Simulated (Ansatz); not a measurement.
# CH7FO2Si2: up Jacob's ladder to CCSD(T)

One table from this session's results is given with a row withheld; the runs are named, their logs left out.

Program: Ansatz 0.2.0, Gaussian basis. Level of theory: functionals in def2-TZVPP, the program's frozen cores in correlated methods. These are calculated values, not measurements.

Levels to be run: PBE-D4, r2SCAN-D4, PBE0-D4, B3LYP-D4, ωB97X-V, ωB97M-V, B2PLYP; CCSD(T)/def2-TZVPP; MP2/def2-QZVPP; extrapolation to the limit.

## Structure used throughout

The geometry comes from an earlier relaxation with PBE0-D4 in a triple-zeta def2 set; it is a stationary point, not always the lowest conformer.

SMILES `O[SiH](O)C[SiH2]F`, 13 atoms, charge 0, spin multiplicity 1.

Atoms are counted from 1 here; the program's logs count them from 0.

Bond lengths: O1–Si2 1.639 Å, O1–H7 0.961 Å, Si2–O3 1.645 Å, Si2–C4 1.862 Å, Si2–H8 1.482 Å, O3–H9 0.958 Å, C4–Si5 1.853 Å, C4–H10 1.095 Å, C4–H11 1.096 Å, Si5–F6 1.617 Å, Si5–H12 1.484 Å, Si5–H13 1.480 Å. Angles: Si2–O1–H7 115.9°, O1–Si2–O3 113.2°, O1–Si2–C4 111.5°, O1–Si2–H8 104.3°, O3–Si2–C4 103.8°, O3–Si2–H8 111.0°, C4–Si2–H8 113.3°, Si2–O3–H9 117.8°, Si2–C4–Si5 113.4°, Si2–C4–H10 108.7°, Si2–C4–H11 108.9°, Si5–C4–H10 109.6°, Si5–C4–H11 108.4°, H10–C4–H11 107.6°, C4–Si5–F6 107.8°, C4–Si5–H12 112.7°, C4–Si5–H13 112.3°, F6–Si5–H12 106.1° and more.

As a file:

```
O    -1.2019   -1.5016   -0.9562
Si    0.3372   -0.9473   -0.8584
O     1.1825   -1.5990    0.3935
C     0.3846    0.8829   -0.5198
Si   -0.3841    1.3513    1.1004
F    -1.7162    0.4553    1.2928
H    -1.7927   -1.2257   -0.2496
H     0.9423   -1.3181   -2.1591
H     1.2717   -2.5525    0.4251
H    -0.1287    1.4040   -1.3342
H     1.4283    1.2174   -0.5172
H    -0.8300    2.7663    1.1350
H     0.5071    1.0670    2.2477
```

The first run:

in.yaml

```yaml
crystal:
  periodic: [false, false, false]
  atoms:
    - {symbol: O, position_ang: [-1.201907, -1.501592, -0.956173]}
    - {symbol: Si, position_ang: [0.337165, -0.947345, -0.858384]}
    - {symbol: O, position_ang: [1.182480, -1.599031, 0.393517]}
    - {symbol: C, position_ang: [0.384618, 0.882867, -0.519775]}
    - {symbol: Si, position_ang: [-0.384112, 1.351324, 1.100402]}
    - {symbol: F, position_ang: [-1.716249, 0.455304, 1.292776]}
    - {symbol: H, position_ang: [-1.792670, -1.225683, -0.249598]}
    - {symbol: H, position_ang: [0.942265, -1.318079, -2.159085]}
    - {symbol: H, position_ang: [1.271671, -2.552505, 0.425092]}
    - {symbol: H, position_ang: [-0.128723, 1.403988, -1.334241]}
    - {symbol: H, position_ang: [1.428344, 1.217375, -0.517230]}
    - {symbol: H, position_ang: [-0.829975, 2.766329, 1.134955]}
    - {symbol: H, position_ang: [0.507093, 1.067038, 2.247744]}
basis:
  gaussian: {orbitals: def2-TZVPP}
hamiltonian: {xc: pbe, dispersion: d4}
output: {forces: true, orbitals: {seedname: orbitals}}
```

Command:

```sh
ansatz run in.yaml --threads 2 --pin off --events-out ev --progress --plain --max-ram 32768MiB --backend cuda --devices 0, --max-vram 18GiB
```

Among the steps run: PBE-D4 (GGA); r2SCAN-D4 (meta-GGA); PBE0-D4 (hybrid); B3LYP-D4 (hybrid); ωB97X-V (range-separated); ωB97M-V (range-separated); B2PLYP (double hybrid); CCSD(T) in def2-TZVPP; MP2 in def2-QZVPP.

One table of the session follows, with a row left open; its other results are not shown here.

```
            method  atomisation energy (kJ/mol)
            PBE-D4                       4980.6
         r2SCAN-D4                       4961.3
           PBE0-D4                       4902.8
          B3LYP-D4                       4933.3
           ωB97X-V                       4973.8
           ωB97M-V                       4973.2
            B2PLYP                       4897.8
     HF/def2-TZVPP                       3656.2
    MP2/def2-TZVPP                       4941.7
   CCSD/def2-TZVPP                       4776.8
CCSD(T)/def2-TZVPP                       4841.0
           MP2/CBS                       5084.5
       CCSD(T)/CBS                            ?
```

Q: Estimate the row for CCSD(T)/CBS from the others.

As computed: atomisation energy (kJ/mol): 4983.9. In the column «atomisation energy (kJ/mol)» it lies between PBE-D4 (4980.6) and MP2/CBS (5084.5).

Caveats from the session: Free atoms (2 O, 2 Si, 1 C, 1 F, 7 H) were run apart at each level; the atomisation energy is their sum less the molecule, without zero-point or spin-orbit terms.
